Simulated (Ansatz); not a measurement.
**Co (Cobalt): properties at the relaxed cell**

This session takes Co (Cobalt) and sets out to fit an equation of state.

Program: Ansatz 0.2.0. Level of theory: DFT r2SCAN, scalar-relativistic, plane waves, PAW. These are calculated values, not measurements.

## (1) The starting structure

The structure is hexagonal, space group P6_3/mmc (No. 194). The conventional cell has a = 2.470 Å, b = 2.470 Å, c = 4.020 Å, α = 90.00°, β = 90.00°, γ = 120.00°. Co (site symmetry -6m2) is surrounded by 12 Co at 2.46 to 2.47 Å.

As a file:

```cif
data_structure
_symmetry_space_group_name_H-M 'P 1'
_symmetry_Int_Tables_number 1
_cell_length_a 2.4696
_cell_length_b 2.4696
_cell_length_c 4.0196
_cell_angle_alpha 90.000
_cell_angle_beta 90.000
_cell_angle_gamma 120.000
_cell_volume 21.23
loop_
_atom_site_label
_atom_site_type_symbol
_atom_site_fract_x
_atom_site_fract_y
_atom_site_fract_z
_atom_site_occupancy
Co1 Co 0.33333 0.66667 0.25000 1
Co2 Co 0.66667 0.33333 0.75000 1
```

This cell was relaxed beforehand with the same method: volume 10.62 Å³/atom, gap on the mesh none (metal), site moments up to 1.9 μB.

## (2) The cell scaled to 0.97 of its volume

input.yaml reads:

```yaml
crystal:
  lattice:
    - [2.4446733954, 0.0, 0.0]
    - [-1.2223366977, 2.1171492644, 0.0]
    - [0.0, 0.0, 3.9789571549]
  atoms:
    - { symbol: Co, position: [0.3333333333, 0.6666666667, 0.25], spin: 2.07 }
    - { symbol: Co, position: [0.6666666667, 0.3333333333, 0.75], spin: 2.07 }
basis:
  ecutwfc: 500
kpoints:
  mp_grid: { grid: [21, 21, 10] }
hamiltonian:
  xc: r2scan
scf:
  occupations: { method: gaussian, width: 0.1 }
output:
  forces: true
  stress: true
  eigenvalues: true
  populations: true
  write_density: true
  write_potential: true
  elf: true
  volumetric_format: npy
magnetization:
  spin_polarized: true
relax:
  adjacent_minimum: "off"
  f_tol: 0.01
  max_steps: 30
  cell: { stress_tol: 0.1, fix: [volume] }
```

On the command line:

```bash
ansatz run input.yaml --threads 1 --pin off --max-ram 2560MiB --backend cpu --events-out ev --progress --plain --runs-dir out
```

## (3) Point at V/V0 = 1.03

Edit input.yaml of step 2 so:

```diff
@@ -2,5 +2,5 @@
   lattice:
-    - [2.4446733954, 0.0, 0.0]
-    - [-1.2223366977, 2.1171492644, 0.0]
-    - [0.0, 0.0, 3.9789571549]
+    - [2.4940740464, 0.0, 0.0]
+    - [-1.2470370232, 2.1599314831, 0.0]
+    - [0.0, 0.0, 4.0593617906]
   atoms:
```

## (4) The cell scaled to 0.94 of its volume

Edit input.yaml of step 3 so:

```diff
@@ -2,5 +2,5 @@
   lattice:
-    - [2.4940740464, 0.0, 0.0]
-    - [-1.2470370232, 2.1599314831, 0.0]
-    - [0.0, 0.0, 4.0593617906]
+    - [2.4205804479, 0.0, 0.0]
+    - [-1.210290224, 2.0962841598, 0.0]
+    - [0.0, 0.0, 3.9330370053]
   atoms:
```

## (5) The cell scaled to 1.06 of its volume

Edit input.yaml of step 4 so:

```diff
@@ -2,5 +2,5 @@
   lattice:
-    - [2.4205804479, 0.0, 0.0]
-    - [-1.210290224, 2.0962841598, 0.0]
-    - [0.0, 0.0, 3.9330370053]
+    - [2.5168138005, 0.0, 0.0]
+    - [-1.2584069002, 2.1796246878, 0.0]
+    - [0.0, 0.0, 4.1024463756]
   atoms:
@@ -21,6 +21,2 @@
   populations: true
-  write_density: true
-  write_potential: true
-  elf: true
-  volumetric_format: npy
 magnetization:
```

(Steps that only read results are left out.)

What does the calculation give? Wanted: equilibrium volume of the fit; bulk modulus.

The runs gave:

| quantity | value |
| --- | --- |
| equilibrium volume of the fit | 10.61 Å³/atom |
| bulk modulus | 234 GPa |
| its pressure derivative | 4.6 |

What this shows: The fit puts the minimum at 10.61 Å³/atom with B = 234 GPa and B' = 4.6. Other magnetic orders or occupations could lie lower; they were not searched in full.
